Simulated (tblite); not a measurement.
# C3H9BO2Si2: the cost of one run

Programs: tblite 0.8.0 and PySCF 2.14.0, with density-fitted response routines of our own. Each step states its level of theory. These are calculated values for one molecule in the gas phase, unless marked as measured. Atoms are numbered from 0 throughout.

### Step 1. The starting structure

17 atoms, charge 0, multiplicity 1; geometry from: force field or distance geometry start.

Bonds of the start (Å): B0–Si1 1.94, Si1–O2 1.72, Si1–C3 1.82, C3–C4 1.21, C4–C5 1.46, Si1–O6 1.72, O6–Si7 1.73, B0–H8 1.18, B0–H9 1.17, O2–H10 1.00, C5–H11 1.11, C5–H12 1.12, C5–H13 1.11, Si7–H14 1.48, Si7–H15 1.48, Si7–H16 1.47.

### Step 2. Optimising the geometry with GFN2-xTB

Job settings and geometry (Å):

```
{"job": {"kind": "relax", "xc": "GFN2-xTB", "basis": "xTB"}, "charge": 0, "multiplicity": 1}
B     -0.542000    -2.134800    -1.572800
Si    -0.819100    -0.733300    -0.259100
O     -1.735200    -1.379300     1.051600
C      0.820600    -0.218100     0.350300
C      1.902700     0.115300     0.769800
C      3.212200     0.533800     1.249800
O     -1.631400     0.586200    -1.006300
Si    -1.982100     1.745200     0.228300
H     -0.932400    -1.980900    -2.675800
H     -0.006900    -3.134900    -1.266500
H     -2.628600    -1.588100     0.646500
H      3.963200     0.419100     0.444100
H      3.503100    -0.097200     2.125900
H      3.176900     1.595500     1.568000
H     -2.664100     2.903300    -0.387800
H     -2.894300     1.162700     1.243200
H     -0.749700     2.217400     0.867500
```

Started as:

```bash
> OMP_NUM_THREADS=1 python probes_run.py task.json out
```

One launch serves the whole session: the jobs run in the order shown.

Q: Estimate the wall time of this first job on 1 thread of Arm Neoverse V1, shared host.

About 1.3 s.
